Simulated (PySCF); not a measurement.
# [Ce(NH3)4]3+: other functionals and bases at one geometry

Aim: see how levels, charges and forces of [Ce(NH3)4]3+ depend on the level of theory. It is a constructed species; whether it can be made isn't addressed.

Computed with PySCF 2.14.0. Level: several levels, as the steps say, no spin–orbit coupling.

2 further runs of the same task are left out: 1 for a known fault of the program, 1 that didn't finish.

### 1 The starting structure

17 atoms, charge 3, spin multiplicity 1.

Bond lengths: Ce1–N2 2.577 Å, Ce1–N6 2.577 Å, Ce1–N10 2.579 Å, Ce1–N14 2.579 Å, N2–H3 1.043 Å, N2–H4 1.043 Å, N2–H5 1.043 Å, N6–H7 1.043 Å, N6–H8 1.043 Å, N6–H9 1.043 Å, N10–H11 1.043 Å, N10–H12 1.043 Å, N10–H13 1.043 Å, N14–H15 1.043 Å, N14–H16 1.043 Å, N14–H17 1.043 Å. Angles: N2–Ce1–N6 109.6°, N2–Ce1–N10 109.5°, N2–Ce1–N14 109.5°, N6–Ce1–N10 109.5°, N6–Ce1–N14 109.5°, N10–Ce1–N14 109.4°, Ce1–N2–H3 115.7°, Ce1–N2–H4 115.6°, Ce1–N2–H5 115.6°, H3–N2–H4 102.7°, H3–N2–H5 102.7°, H4–N2–H5 102.7°, Ce1–N6–H7 115.7°, Ce1–N6–H8 115.6°, Ce1–N6–H9 115.6°, H7–N6–H8 102.7°, H7–N6–H9 102.7°, H8–N6–H9 102.7° and more.

Coordinates:

```
Ce    0.00000    0.00000    0.00282
N     1.48917    1.48917    1.48820
H     1.36698    1.36698    2.51636
H     2.51676    1.36499    1.36305
H     1.36499    2.51676    1.36305
N    -1.48917   -1.48917    1.48820
H    -1.36698   -1.36698    2.51636
H    -2.51676   -1.36499    1.36305
H    -1.36499   -2.51676    1.36305
N     1.48838   -1.48838   -1.48779
H     2.13250   -2.13250   -0.98064
H     0.97980   -2.13141   -2.13182
H     2.13141   -0.97980   -2.13182
N    -1.48838    1.48838   -1.48779
H    -2.13250    2.13250   -0.98064
H    -0.97980    2.13141   -2.13182
H    -2.13141    0.97980   -2.13182
```

Formal oxidation states: Ce +3. Each metal's 1 4f electrons lie in its core potential, so multiplicities, spins and levels count the valence alone. An earlier session relaxed this geometry at PBE, Ce lcecp-1-SVP with ECP47, N def2-SVP, H def2-SVP (singlet, point group D2d). Its vibrations showed it to be a saddle point, relaxed within its symmetry.

At PBE on the finer grid: E = -257.138490 Eh, HOMO -21.32 eV, LUMO -15.41 eV, Mulliken charge on Ce1 +1.56 e, largest force component 0.009 eV/Å. 

Levels to run: BLYP; wB97X; revPBE; r2SCAN; PBE, TZVP; PBE0, SVP. Hardware: 4 threads of Arm Neoverse V2, shared host.

### 2 BLYP

Input file run.py (the lines that set the calculation):

```python
mol = gto.M(atom='''
Ce     0.00000     0.00000     0.00282
N      1.48917     1.48917     1.48820
H      1.36698     1.36698     2.51636
H      2.51676     1.36499     1.36305
H      1.36499     2.51676     1.36305
N     -1.48917    -1.48917     1.48820
H     -1.36698    -1.36698     2.51636
H     -2.51676    -1.36499     1.36305
H     -1.36499    -2.51676     1.36305
N      1.48838    -1.48838    -1.48779
H      2.13250    -2.13250    -0.98064
H      0.97980    -2.13141    -2.13182
H      2.13141    -0.97980    -2.13182
N     -1.48838     1.48838    -1.48779
H     -2.13250     2.13250    -0.98064
H     -0.97980     2.13141    -2.13182
H     -2.13141     0.97980    -2.13182''',
    basis={'Ce': 'lcecp-1-SVP', 'N': 'def2-SVP', 'H': 'def2-SVP'},
    ecp={'Ce': 'lcecp-1-SVP'},
    charge=3, spin=0)
mf = dft.RKS(mol, xc='BLYP')
mf.grids.atom_grid = (75, 302)  # f atoms: unpruned, at least (60, 302)
mf = mf.density_fit()  # fitting sets: Ce AutoAux, N def2-universal-JKFIT, H def2-universal-JKFIT
mf.conv_tol = 1e-08; mf.max_cycle = 55
mf.kernel(dm0)  # dm0: the density of the relaxed state
```

Started as:

```bash
> OMP_NUM_THREADS=4 python run.py
```

### 3 wB97X

run.py (the lines that set the calculation), as its differences from that of step 2:

```diff
@@ -21,3 +21,3 @@
     charge=3, spin=0)
-mf = dft.RKS(mol, xc='BLYP')
+mf = dft.RKS(mol, xc='WB97X')
 mf.grids.atom_grid = (75, 302)  # f atoms: unpruned, at least (60, 302)
```

### 4 revPBE

run.py (the lines that set the calculation), as its differences from that of step 3:

```diff
@@ -21,3 +21,3 @@
     charge=3, spin=0)
-mf = dft.RKS(mol, xc='WB97X')
+mf = dft.RKS(mol, xc='PBE_R,PBE')
 mf.grids.atom_grid = (75, 302)  # f atoms: unpruned, at least (60, 302)
```

### 5 r2SCAN

run.py (the lines that set the calculation), as its differences from that of step 4:

```diff
@@ -21,3 +21,3 @@
     charge=3, spin=0)
-mf = dft.RKS(mol, xc='PBE_R,PBE')
+mf = dft.RKS(mol, xc='R2SCAN')
 mf.grids.atom_grid = (75, 302)  # f atoms: unpruned, at least (60, 302)
```

### 6 PBE, TZVP

Basis: Ce lcecp-1-TZVP with ECP47, N def2-TZVP, H def2-TZVP. 

run.py (the lines that set the calculation), as its differences from that of step 5:

```diff
@@ -18,6 +18,6 @@
 H     -2.13141     0.97980    -2.13182''',
-    basis={'Ce': 'lcecp-1-SVP', 'N': 'def2-SVP', 'H': 'def2-SVP'},
-    ecp={'Ce': 'lcecp-1-SVP'},
+    basis={'Ce': 'lcecp-1-TZVP', 'N': 'def2-TZVP', 'H': 'def2-TZVP'},
+    ecp={'Ce': 'lcecp-1-TZVP'},
     charge=3, spin=0)
-mf = dft.RKS(mol, xc='R2SCAN')
+mf = dft.RKS(mol, xc='PBE')
 mf.grids.atom_grid = (75, 302)  # f atoms: unpruned, at least (60, 302)
@@ -25,2 +25,2 @@
 mf.conv_tol = 1e-08; mf.max_cycle = 55
-mf.kernel(dm0)  # dm0: the density of the relaxed state
+mf.kernel(dm0)  # dm0: free metal ions and neutral atoms
```

### 7 PBE0, SVP

Basis: Ce def2-SVP with ECP28, N def2-SVP, H def2-SVP. The 4f electrons are now in the valence.

run.py (the lines that set the calculation), as its differences from that of step 6:

```diff
@@ -18,8 +18,8 @@
 H     -2.13141     0.97980    -2.13182''',
-    basis={'Ce': 'lcecp-1-TZVP', 'N': 'def2-TZVP', 'H': 'def2-TZVP'},
-    ecp={'Ce': 'lcecp-1-TZVP'},
-    charge=3, spin=0)
-mf = dft.RKS(mol, xc='PBE')
+    basis={'Ce': 'def2-SVP', 'N': 'def2-SVP', 'H': 'def2-SVP'},
+    ecp={'Ce': 'def2-SVP'},
+    charge=3, spin=1)
+mf = dft.UKS(mol, xc='PBE0')
 mf.grids.atom_grid = (75, 302)  # f atoms: unpruned, at least (60, 302)
-mf = mf.density_fit()  # fitting sets: Ce AutoAux, N def2-universal-JKFIT, H def2-universal-JKFIT
+mf = mf.density_fit()  # fitting sets: Ce def2-universal-JKFIT, N def2-universal-JKFIT, H def2-universal-JKFIT
 mf.conv_tol = 1e-08; mf.max_cycle = 55
```

What does the calculation give? Wanted: for each run, HOMO; gap; charge on Ce1; dipole; largest force.

As calculated:

| level | state | HOMO (eV) | gap (eV) | charge on Ce1 (e) | dipole (D) | largest force (eV/Å) | basis functions | time |
| --- | --- | --- | --- | --- | --- | --- | --- | --- |
| PBE (relaxed here) | singlet | -21.32 | 5.91 | 1.56 | 0.00 | 0.01 | 149 | 7 s |
| BLYP | singlet | -21.17 | 5.86 | 1.55 | 0.00 | 0.05 | 149 | 8.6 s |
| wB97X | singlet | -25.38 | 12.96 | 1.77 | 0.00 | 0.38 | 149 | 12 s |
| revPBE | singlet | -21.30 | 5.99 | 1.60 | 0.00 | 0.05 | 149 | 8.6 s |
| r2SCAN | singlet | -21.67 | 6.53 | 1.71 | 0.00 | 0.30 | 149 | 15 s |
| PBE, TZVP | singlet | -21.28 | 5.95 | 1.92 | 0.01 | 0.26 | 243 | 34 s |
| PBE0, SVP | doublet | -21.45 | 5.44 | 1.74 | 0.09 | 0.38 | 194 | 73 s |

Times are on 4 threads of Arm Neoverse V2, shared host; the first row also made further properties. The dipole of a charged species depends on the origin, so these sizes hold for this origin alone.

In one basis the HOMO–LUMO gap runs from 5.86 eV (BLYP) to 12.96 eV (wB97X). The largest leftover force, 0.38 eV/Å with PBE0, SVP, stands at a geometry relaxed at another level. The Mulliken charge on Ce spans +1.55 to +1.92 e over the levels. With 4f in the core, its levels are missing from HOMO and gap. Total energies of different levels can't be compared. Spin–orbit coupling is left out throughout.
